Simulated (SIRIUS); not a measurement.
# TaN (Fm-3m) in SIRIUS: equation of state

How stiff is TaN in PBE, and what volume does it want? The cell is scaled to several volumes.

Program: SIRIUS 7.10.0. These are calculated values, not measurements. Logs are shortened: lines on timing, memory, paths and dates and some standing lists are left out, and cuts for length are marked. The log counts tension as positive stress, the text compression.

### 1 Starting point

Symmetry: Fm-3m, No. 225, cubic system. Conventional cell: a = 4.358 Å, b = 4.358 Å, c = 4.358 Å, α = 90.00°, β = 90.00°, γ = 90.00°. Around Ta (site symmetry m-3m) lie 6 N at 2.18 Å. N (site symmetry m-3m) has 6 Ta at 2.18 Å as nearest neighbours.

### 2 Single point, PBE, 9.73 Å³/atom (volume scaled by 0.94)

Contents of sirius.json:

```json
{
  "control": {
    "processing_unit": "cpu",
    "verbosity": 2,
    "num_bands_to_print": 16,
    "print_forces": true,
    "print_stress": true
  },
  "parameters": {
    "electronic_structure_method": "pseudopotential",
    "xc_functionals": ["XC_GGA_X_PBE", "XC_GGA_C_PBE"],
    "gk_cutoff": 9.2,
    "pw_cutoff": 18.4,
    "ngridk": [10, 10, 10],
    "shiftk": [0, 0, 0],
    "smearing": "fermi_dirac",
    "smearing_width": 0.0018374661,
    "num_bands": 16,
    "num_mag_dims": 0,
    "num_dft_iter": 100,
    "energy_tol": 1e-08,
    "density_tol": 1e-06
  },
  "iterative_solver": {
    "type": "davidson",
    "min_tolerance": 1e-09,
    "tolerance_scale": [0.1, 0.25]
  },
  "mixer": {
    "type": "anderson",
    "beta": 0.7,
    "max_history": 8
  },
  "settings": {
    "tol_ne": 1e-10,
    "pseudo_grid_cutoff": 6.5
  },
  "unit_cell": {
    "lattice_vectors": [
      [0.0, 4.033657100346, 4.033657100346],
      [4.033657100346, 0.0, 4.033657100346],
      [4.033657100346, 4.033657100346, 0.0]
    ],
    "atom_coordinate_units": "lattice",
    "atom_types": ["Ta", "N"],
    "atom_files": {
      "Ta": "Ta.json",
      "N": "N.json"
    },
    "atoms": {
      "Ta": [
        [0.5, 0.5, 0.5]
      ],
      "N": [
        [0.0, 0.0, 0.0]
      ]
    }
  }
}
```

Potentials or basis: PseudoDojo 0.4.1 PBE standard (scalar relativistic).

Launch:

```console
> upf_to_json Ta.upf
> upf_to_json N.upf
> OMP_NUM_THREADS=1 sirius.scf --input=sirius.json --output=out.json --task=0
```

What it wrote:

```text
[info] SIRIUS version : 7.10.0
[info] number of MPI ranks           : 1
[info] MPI grid                      : 1 1
[info] maximum number of OMP threads : 1
[fft] FFT context for density and potential
[fft] =====================================
[fft]   comm size                             : 1
[fft]   plane wave cutoff                     : 18.4
[fft]   grid size                             : 36 36 36   total : 46656
[fft]   grid limits                           : -17 18   -17 18   -17 18
[fft]   number of G-vectors within the cutoff : 6902
[fft]   local number of G-vectors             : 6902
[fft]   number of G-shells                    : 404
[fft] FFT context for coarse grid
[fft] =====================================
[fft]   comm size                             : 1
[fft]   plane wave cutoff                     : 18.4
[fft]   grid size                             : 36 36 36   total : 46656
[fft]   grid limits                           : -17 18   -17 18   -17 18
[fft]   number of G-vectors within the cutoff : 6902
[fft]   local number of G-vectors             : 6902
[fft]   number of G-shells                    : 404
[unit cell] lattice vectors
[unit cell]   a1 :       0.0000000000      4.0336571003      4.0336571003
[unit cell]   a2 :       4.0336571003      0.0000000000      4.0336571003
[unit cell]   a3 :       4.0336571003      4.0336571003      0.0000000000
[unit cell] reciprocal lattice vectors
[unit cell]   b1 :      -0.7788447494      0.7788447494      0.7788447494
[unit cell]   b2 :       0.7788447494     -0.7788447494      0.7788447494
[unit cell]   b3 :       0.7788447494      0.7788447494     -0.7788447494
[unit cell] unit cell volume :       131.25834510 [a.u.^3]
[unit cell] 1/sqrt(omega)    :         0.08728438
[unit cell] MT volume        :         0.00000000 ( 0.00%)
[unit cell] IT volume        :       131.25834510 (100.00%)
[unit cell] number of atom types : 2
[unit cell] type id : 0 symbol : Ta mt_radius :  14.490000 num_atoms : 1
[unit cell] type id : 1 symbol :  N mt_radius :  10.570000 num_atoms : 1
[unit cell] total number of atoms : 2
[unit cell] number of symmetry classes : 2
[unit cell] number of PAW atoms : 0
[unit cell] atom id  type id  class id             position                      vector_field
[unit cell] ------------------------------------------------------------------------------------------
[unit cell]      0        0        0      0.50000   0.50000   0.50000      0.00000   0.00000   0.00000
[unit cell]      1        1        1      0.00000   0.00000   0.00000      0.00000   0.00000   0.00000
[unit cell] atom id         position (Cartesian, a.u.)
[unit cell] ---------------------------------------------
[unit cell]      0       4.033657    4.033657    4.033657
[unit cell]      1       0.000000    0.000000    0.000000
[unit cell] class id : 0 atom id : 0
[unit cell] class id : 1 atom id : 1
[unit cell] minimum bond length:     4.033657
[unit cell] total number of pseudo wave-functions: 14
[sym] space group number   : 225
[sym] international symbol : Fm-3m
[sym] Hall symbol          : -F 4 2 3
[sym] space group transformation matrix :
[sym]   0.0000  0.5000  0.5000
[sym]   0.5000  0.0000  0.5000
[sym]   0.5000  0.5000  0.0000
[sym] space group origin shift :
[sym]   0.0000  0.0000  0.0000
[sym] number of space group operations  : 48
[sym] number of magnetic group operations : 48
[sym] metric tensor error: 0.0000e+00
[sym] rotation matrix error: 4.8097e-17
[sym] symmetry operations
[... list of symmetry operations ...]
[... 182 lines left out ...]
[find] one-electron contribution      :      -0.66384360 (Ha),      -1.32768720 (Ry)
[find] hartree contribution           :       7.01428331
[find] xc contribution                :     -18.05402438
[find] ewald contribution             :     -63.90779457
[find] PAW contribution               :       0.00000000
[find] smearing (-TS)                 :      -0.00024918
[find] SCF correction                 :       0.15464189
[find] Total energy                   :     -75.45673736 (Ha),    -150.91347471 (Ry)
[find] Free energy (E-TS)             :     -75.45698654 (Ha),    -150.91397308 (Ry)
[find] band gap (eV)                  :       0.00000000
[find] Efermi                         :       0.87370011
[find] iteration : 1, RMS : 3.549307628504e-02, energy difference : -5.067580184155e-02
[find] Hartree energy of density residual : 2.033218232809e-01
[find] | SCF iteration   2 out of 100|
[diagonalize] iterative solver tolerance (occupied, empty): 0.000625 0.000625
[diagonalize] average number of iterations: 2.97872
[... levels, occupations and energy terms ...]
[find] Total energy                   :     -75.53108272 (Ha),    -151.06216544 (Ry)
[find] Free energy (E-TS)             :     -75.53125333 (Ha),    -151.06250666 (Ry)
[find] band gap (eV)                  :       0.00000000
[find] Efermi                         :       0.87350574
[find] iteration : 2, RMS : 3.012223044041e-03, energy difference : -7.434536466506e-02
[find] Hartree energy of density residual : 1.293821572404e-04
[find] | SCF iteration   3 out of 100|
[diagonalize] iterative solver tolerance (occupied, empty): 0.00015625 0.00015625
[diagonalize] average number of iterations: 3.10638
[find] Total energy                   :     -75.53115089 (Ha),    -151.06230178 (Ry)
[find] Free energy (E-TS)             :     -75.53135012 (Ha),    -151.06270025 (Ry)
[find] band gap (eV)                  :       0.00000000
[find] Efermi                         :       0.87115772
[find] iteration : 3, RMS : 1.279313607060e-03, energy difference : -6.816784713237e-05
[find] Hartree energy of density residual : 3.041380489706e-04
[find] | SCF iteration   4 out of 100|
[diagonalize] iterative solver tolerance (occupied, empty): 3.90625e-05 3.90625e-05
[... 47 lines left out ...]
[find] Free energy (E-TS)             :     -75.53143415 (Ha),    -151.06286830 (Ry)
[find] band gap (eV)                  :       0.00000000
[find] Efermi                         :       0.87162575
[find] iteration : 9, RMS : 4.386449268633e-06, energy difference : -4.128651198698e-09
[find] Hartree energy of density residual : 1.493775218110e-09
[find] | SCF iteration  10 out of 100|
[diagonalize] iterative solver tolerance (occupied, empty): 9.53674e-09 9.53674e-09
[diagonalize] average number of iterations: 2.46809
[find] Total energy                   :     -75.53125506 (Ha),    -151.06251012 (Ry)
[find] Free energy (E-TS)             :     -75.53143415 (Ha),    -151.06286830 (Ry)
[find] band gap (eV)                  :       0.00000000
[find] Efermi                         :       0.87162674
[find] iteration : 10, RMS : 1.583399284189e-06, energy difference : 2.257982600895e-08
[find] Hartree energy of density residual : 1.535036800307e-10
[find] bands are converged : true
[find] iterative solver converged : false
[find] +------------------------------+
[find] | SCF iteration  11 out of 100|
[find] +------------------------------+
[diagonalize] iterative solver tolerance (occupied, empty): 2.38419e-09 2.38419e-09
[diagonalize] average number of iterations: 2
[diagonalize] Lowest band energies
[diagonalize] ik:    0   -1.680520   -0.437501   -0.437501   -0.437501    0.152068    0.719982    0.719982    0.719982    0.784628    0.784628    0.784628    0.875127    0.875127    0.955753    1.207490    1.824920
[diagonalize] ik:    1   -1.680219   -0.442070   -0.437885   -0.437885    0.162507    0.677359    0.689490    0.689490    0.799326    0.799326    0.802745    0.912780    0.912780    0.980660    1.237562    1.711184
[diagonalize] ik:    2   -1.679430   -0.453565   -0.438883   -0.438883    0.190747    0.606486    0.641168    0.641168    0.825721    0.832734    0.832734    0.990145    0.990145    1.033762    1.310148    1.582768
[diagonalize] ik:    3   -1.678450   -0.466953   -0.440104   -0.440104    0.229004    0.538399    0.601379    0.601379    0.859049    0.879883    0.879883    1.074884    1.074884    1.075253    1.352765    1.496525
[diagonalize] ik:    4   -1.677653   -0.477216   -0.441080   -0.441080    0.266031    0.484937    0.576211    0.576211    0.909777    0.928504    0.928504    1.061788    1.148439    1.148439    1.345855    1.386116
[diagonalize] ...
[diagonalize] ik:   42   -1.676438   -0.464823   -0.464384   -0.448472    0.234116    0.554463    0.608810    0.610564    0.827732    0.912590    0.996524    1.057085    1.099392    1.265258    1.311211    1.344133
[diagonalize] ik:   43   -1.676303   -0.472110   -0.454005   -0.452302    0.207437    0.617359    0.625935    0.645827    0.737377    0.987405    0.997837    1.021316    1.084027    1.181230    1.244084    1.464288
[diagonalize] ik:   44   -1.676564   -0.468378   -0.458131   -0.449275    0.232918    0.556710    0.606408    0.611046    0.821082    0.918628    1.004262    1.027150    1.116463    1.246428    1.291424    1.376056
[diagonalize] ik:   45   -1.676400   -0.466320   -0.461227   -0.450750    0.233228    0.560064    0.606981    0.609478    0.863723    0.866763    1.012402    1.059298    1.079830    1.281236    1.308673    1.359611
[diagonalize] ik:   46   -1.676300   -0.466649   -0.459736   -0.453137    0.225341    0.585292    0.610682    0.610905    0.817466    0.908342    1.021655    1.039046    1.073018    1.260008    1.305704    1.385322
[find] Charges and magnetic moments
[find] --------------------------------------------------------------------------------
[find] total charge          : 18.000000
[find] Energy
[find] --------------------------------------------------------------------------------
[find] valence_eval_sum               :      -0.45769882
[find] <rho|V^{XC}>                   :     -13.83223818
[find] <rho|E^{XC}>                   :     -18.04060110
[find] <mag|B^{XC}>                   :       0.00000000
[find] <rho|V^{H}>                    :      13.91480250
[find] one-electron contribution      :      -0.54026313 (Ha),      -1.08052626 (Ry)
[find] hartree contribution           :       6.95740125
[find] xc contribution                :     -18.04060110
[find] ewald contribution             :     -63.90779457
[find] PAW contribution               :       0.00000000
[find] smearing (-TS)                 :      -0.00017910
[find] SCF correction                 :       0.00000250
[find] Total energy                   :     -75.53125505 (Ha),    -151.06251011 (Ry)
[find] Free energy (E-TS)             :     -75.53143415 (Ha),    -151.06286830 (Ry)
[find] band gap (eV)                  :       0.00000000
[find] Efermi                         :       0.87162761
[find] iteration : 11, RMS : 2.501867612707e-07, energy difference : 8.024571229726e-09
[find] Hartree energy of density residual : 1.839955904739e-12
[find] bands are converged : true
[find] iterative solver converged : true
[find] converged after 12 SCF iterations!
[find] Charges and magnetic moments
[find] --------------------------------------------------------------------------------
[find] total charge          : 18.000000
[find] Energy
[find] --------------------------------------------------------------------------------
[find] valence_eval_sum               :      -0.45769882
[find] <rho|V^{XC}>                   :     -13.83223818
[find] <rho|E^{XC}>                   :     -18.04060110
[find] <mag|B^{XC}>                   :       0.00000000
[find] <rho|V^{H}>                    :      13.91480250
[find] one-electron contribution      :      -0.54026313 (Ha),      -1.08052626 (Ry)
[find] hartree contribution           :       6.95740125
[find] xc contribution                :     -18.04060110
[find] ewald contribution             :     -63.90779457
[find] PAW contribution               :       0.00000000
[find] smearing (-TS)                 :      -0.00017910
[find] SCF correction                 :       0.00000250
[find] Total energy                   :     -75.53125505 (Ha),    -151.06251011 (Ry)
[find] Free energy (E-TS)             :     -75.53143415 (Ha),    -151.06286830 (Ry)
[find] band gap (eV)                  :       0.00000000
[find] Efermi                         :       0.87162761
[ground_state] === stress tensor components [kbar] ===
[ground_state] === stress_kin ===
[ground_state] -36924.423936   -0.000000   -0.000000
[ground_state]    -0.000000-36924.423936    0.000000
[ground_state]    -0.000000    0.000000-36924.423936
[ground_state] === stress_har ===
[ground_state] -5198.241802   -0.000000    0.000000
[ground_state]    -0.000000-5198.241802    0.000000
[ground_state]     0.000000    0.000000-5198.241802
[ground_state] === stress_ewald ===
[ground_state] 47748.887465    0.000000   -0.000000
[ground_state]     0.00000047748.887465   -0.000000
[ground_state]    -0.000000   -0.00000047748.887465
[ground_state] === stress_vloc ===
[ground_state] -2912.481033   -0.000000   -0.000000
[ground_state]    -0.000000-2912.481033    0.000000
[ground_state]    -0.000000    0.000000-2912.481033
[ground_state] === stress_xc ===
[ground_state] -9069.755651   -0.000000   -0.000000
[ground_state]    -0.000000-9069.755651    0.000000
[ground_state]    -0.000000    0.000000-9069.755651
[ground_state] === stress_core ===
[ground_state] 18651.111069    0.000000    0.000000
[ground_state]     0.00000018651.111069   -0.000000
[ground_state]     0.000000   -0.00000018651.111069
[ground_state] === stress_nonloc ===
[ground_state] -12710.113481   -0.000000    0.000000
[ground_state]    -0.000000-12710.113481    0.000000
[ground_state]     0.000000    0.000000-12710.113481
[ground_state] === stress_us_nl ===
[ground_state] -12710.113481   -0.000000    0.000000
[ground_state]    -0.000000-12710.113481    0.000000
[ground_state]     0.000000    0.000000-12710.113481
[ground_state] === stress_total ===
[ground_state]  -415.017369   -0.000000   -0.000000
[ground_state]    -0.000000 -415.017369    0.000000
[ground_state]    -0.000000    0.000000 -415.017369
[ground_state] ==== total Forces in Ha/bohr =====
[ground_state] atom:    0, force:       0.0000000      0.0000000      0.0000000
[... 14 lines left out ...]
[ground_state] atom:    0, force:       0.0000000      0.0000000      0.0000000
[ground_state] atom:    1, force:       0.0000000      0.0000000      0.0000000
[~DFT_ground_state] local op. applied: 20697
[~DFT_ground_state] evp. work count: 5277.47
[~DFT_ground_state] number of iterative solver steps: 1413
```

Wall time 32 s (1 thread of Arm Neoverse V1, shared host); peak memory 0.27 GiB.

What came out:

```yaml
Free_energy: -2055.3150 eV
Pressure: 41.5 GPa
Band_gap_on_the_k_mesh: none (metal or under the smearing width)
```

(Part 1 of 2 ends here.)
